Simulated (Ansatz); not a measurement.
# BaTiO3: the cost of one run

Program: Ansatz 0.2.0. Level of theory: plane waves, PAW. These are calculated values, not measurements.

3 further runs of the same task are left out: 3 that didn't finish.

### 1 The structure to begin with

Symmetry: Pm-3m, No. 221, cubic system. The conventional cell has a = 3.994 Å, b = 3.994 Å, c = 3.994 Å, α = 90.00°, β = 90.00°, γ = 90.00°. Ba (site symmetry m-3m) is surrounded by 12 O at 2.82 Å. Ti (site symmetry m-3m) has 6 O at 2.00 Å as nearest neighbours. Around O (site symmetry 4/mmm) lie 2 Ti at 2.00 Å and 4 Ba at 2.82 Å.

Structure file:

```cif
data_structure
_symmetry_space_group_name_H-M 'P 1'
_symmetry_Int_Tables_number 1
_cell_length_a 3.9941
_cell_length_b 3.9941
_cell_length_c 3.9941
_cell_angle_alpha 90.000
_cell_angle_beta 90.000
_cell_angle_gamma 90.000
_cell_volume 63.72
loop_
_atom_site_label
_atom_site_type_symbol
_atom_site_fract_x
_atom_site_fract_y
_atom_site_fract_z
_atom_site_occupancy
Ba1 Ba 0.50000 0.50000 0.50000 1
Ti1 Ti 0.00000 0.00000 0.00000 1
O1 O 0.50000 0.00000 0.00000 1
O2 O 0.00000 0.50000 0.00000 1
O3 O 0.00000 0.00000 0.50000 1
```

Cell and atoms come from an earlier r2SCAN relaxation. No spin polarisation is used; should the compound be magnetic, its bands and low-energy spectrum would differ. No run includes spin-orbit coupling, which matters for Ba.

### 2 PBE, anion s p, 4×4×4

File input.yaml:

```yaml
crystal:
  lattice:
    - [3.9940959633, 0.0, 0.0]
    - [0.0, 3.9940959633, 0.0]
    - [0.0, 0.0, 3.9940959633]
  atoms:
    - { symbol: Ba, position: [0.5, 0.5, 0.5] }
    - { symbol: Ti, position: [0.0, 0.0, 0.0] }
    - { symbol: O, position: [0.5, 0.0, 0.0] }
    - { symbol: O, position: [0.0, 0.5, 0.0] }
    - { symbol: O, position: [0.0, 0.0, 0.5] }
kpoints:
  mp_grid: { grid: [6, 6, 6] }
  band_path:
    path:
      - [[0.0, 0.0, 0.0], [4.869195029802e-51, 0.5, -1.48548857593e-69], [0.5, 0.5, -4.018285076467e-36], [0.0, 0.0, 0.0], [0.5, 0.5, 0.5], [4.869195029802e-51, 0.5, -1.48548857593e-69]]
      - [[0.5, 0.5, 0.5], [0.5, 0.5, -4.018285076467e-36]]
    npoints: 10
hamiltonian:
  xc: pbe
scf:
  occupations: { method: fixed }
  n_extra_bands: 6
output:
  forces: false
  stress: false
  eigenvalues: true
  wannier:
    kmesh: [4, 4, 4]
    projections: [{ species: O, l: s, shell: 2 }, { species: O, l: p, shell: 2 }]
    minimise: true
    write_hr: true
    conv_tol: 1.0e-08
    max_iter: 3000
```

Command:

```bash
$ ansatz run input.yaml --threads 4 --pin off --max-ram 5529MiB --backend cpu --events-out ev --progress --plain --runs-dir out
```

Q: Estimate wall time and peak memory on 4 threads of Arm Neoverse V1, shared host.

About 2.3 s, with a peak of 0.35 GiB.
